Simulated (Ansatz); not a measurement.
# BrF: a test of scalar relativity

Computed with Ansatz's Python interface.

The cells in order, each with its output:

**Cell 1**
```python
import ansatz as az
import numpy as np

geometry_ang = [
    ("Br", (0.0, 0.0, 0.0)),
    ("F", (0.0, 0.0, 1.73)),
]
mol = az.Crystal.molecule()
for symbol, xyz in geometry_ang:
    mol = mol.atom(symbol, xyz)
```

**Cell 2**
```python
setup = mol.calculation().functional("b3lyp").forces()
# a set contracted for a scalar-relativistic Hamiltonian goes with the relativistic run
sets = {"none": "cc-pVTZ", "scalar": "cc-pVTZ-DK"}
found = {kind: setup.basis(gaussian=basis).pseudopotentials(relativity=kind).run(threads=1).report for kind, basis in sets.items()}
for kind, each in found.items():
    dipole = 4.803205 * np.linalg.norm(each["charge_distribution"]["dipole_moment_e_ang"])
    print(f"{kind:7s} E = {each['free_energy_ev']:.4f} eV  dipole {dipole:.3f} D  largest force component {np.abs(each['forces_ev_ang']).max():.4f} eV/A")
print(f"relativity lowers the total energy by {found['none']['free_energy_ev'] - found['scalar']['free_energy_ev']:.3f} eV")
```
Output:
```text
none    E = -72764.5187 eV  dipole 1.299 D  largest force component 1.2569 eV/A
scalar  E = -73640.0783 eV  dipole 1.362 D  largest force component 1.3017 eV/A
relativity lowers the total energy by 875.560 eV
```

The total moves by -875.6 eV, nearly all in the cores, and the dipole from 1.30 to 1.36 D.

What to keep in mind:
- Total energies depend on the basis set; only differences at equal settings carry meaning.
- The geometry is a force-field or estimated start, not a minimum of this method. The basis set changes with the Hamiltonian (a set recontracted for scalar relativity), and most of the change in the total lies in the cores.
- b3lyp holds the VWN-RPA fit, as in Gaussian; the form of ORCA and Turbomole is b3lyp5.
- The spin state was assumed, and another may lie lower.
- The whole script took 1.6 s on 1 thread of AMD EPYC 9B45 (Zen 5) (shared host), peak memory 0.19 GiB.
